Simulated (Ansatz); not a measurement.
# CH3B2Cl: the cost of one run

Method: RKS revPBE/def2-SVP, in Ansatz 0.2.0.

## (1) The structure to begin with

Bond lengths: Cl1–C2 1.767 Å, C2–B3 1.532 Å, C2–B4 1.623 Å, B3–B4 1.528 Å, C2–H5 1.091 Å, B3–H6 1.158 Å, B4–H7 1.160 Å. Angles: Cl1–C2–B3 119.2°, Cl1–C2–B4 149.1°, Cl1–C2–H5 104.8°, B3–C2–B4 57.9°, B3–C2–H5 132.9°, B4–C2–H5 92.5°, C2–B3–B4 64.0°, C2–B3–H6 127.0°, B4–B3–H6 156.4°, C2–B4–B3 58.1°, C2–B4–H7 125.4°, B3–B4–H7 169.2°.

Coordinates:

```xyz
7

Cl   -1.9926   -0.6649   -0.7464
C    -0.3080   -0.2312   -0.4379
B     0.0027    0.9969    0.4242
B     0.9548   -0.1885    0.5803
H     0.2617   -0.7681   -1.1981
H    -0.7428    1.8116    0.7722
H     1.8241   -0.9558    0.6057
```

## (2) Preparing the start

The input, input.yaml:

```yaml
crystal:
  periodic: [false, false, false]
  atoms:
    - { symbol: Cl, position_ang: [-1.99256, -0.66489, -0.74642] }
    - { symbol: C, position_ang: [-0.30798, -0.23123, -0.43787] }
    - { symbol: B, position_ang: [0.00274, 0.99689, 0.42421] }
    - { symbol: B, position_ang: [0.95481, -0.18853, 0.58027] }
    - { symbol: H, position_ang: [0.2617, -0.76808, -1.19806] }
    - { symbol: H, position_ang: [-0.74283, 1.81164, 0.7722] }
    - { symbol: H, position_ang: [1.82412, -0.9558, 0.60568] }
basis:
  gaussian: { orbitals: def2-SVP }
hamiltonian:
  xc: revpbe
relax:
  f_tol: 0.02
  max_steps: 40
scf:
  lower_state_search: "off"
```

Started as:

```console
$ ansatz run input.yaml --threads 1 --pin off --max-ram 2048MiB --backend cpu --events-out ev --progress --plain --runs-dir out
```

**Question.** How long does this run take on 1 thread of Arm Neoverse V2, shared host, and how much memory does it need?

About 18 s, with a peak of 0.11 GiB.
